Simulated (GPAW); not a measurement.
Crystal: ZnRe.

```
Re Zn
1.0
     2.74822    0.00000    0.00000
    -1.37411    2.38003    0.00000
     0.00000    0.00000    4.49407
Re Zn
1 1
Direct
  0.33333 0.66667 0.50000
  0.00000 0.00000 0.00000
```

The cell comes from a database or a generator and needn't be the stable form of this composition.

| Quantity | Value |
| --- | --- |
| Program | GPAW 26.7.0 |
| Task | single point |
| Functional | PBE |
| Potentials or basis | GPAW PAW data sets (gpaw-data 1.2.1) |
| Cutoff | 600 eV |
| Basis | pw |
| k mesh | 11 × 11 × 6 |
| Occupations | fermi-dirac, width 0.05 eV |
| Spin | no spin polarisation |

On this cell: pressure -1.8 GPa; largest force under 0.003 eV/Å; band gap on the k mesh none (metal or under the smearing width).

The same run follows on a disturbed copy (atoms moved at random, drawn with an rms of 0.05 Å):

```
CELL_PARAMETERS angstrom
2.74822 0.00000 0.00000
-1.37411 2.38003 0.00000
0.00000 0.00000 4.49407
ATOMIC_POSITIONS crystal
Re 0.32271 0.65968 0.51231
Zn 0.01659 0.00189 0.99084
```

Task: What changes?

Result: The energy (extrapolated to zero smearing) moves by +24.2 meV/atom; pressure -0.7 GPa; largest force 0.937 eV/Å; band gap on the k mesh none (metal or under the smearing width).

Forces in eV/Å, atoms in the order of the input:
```
Re   0.116  0.034 -0.929
Zn  -0.116 -0.034  0.929
```

Stress tensor (GPa, compression positive):
```
-1.19 -0.56 -0.37
-0.56 -0.79 -0.10
-0.37 -0.10 -0.26
```
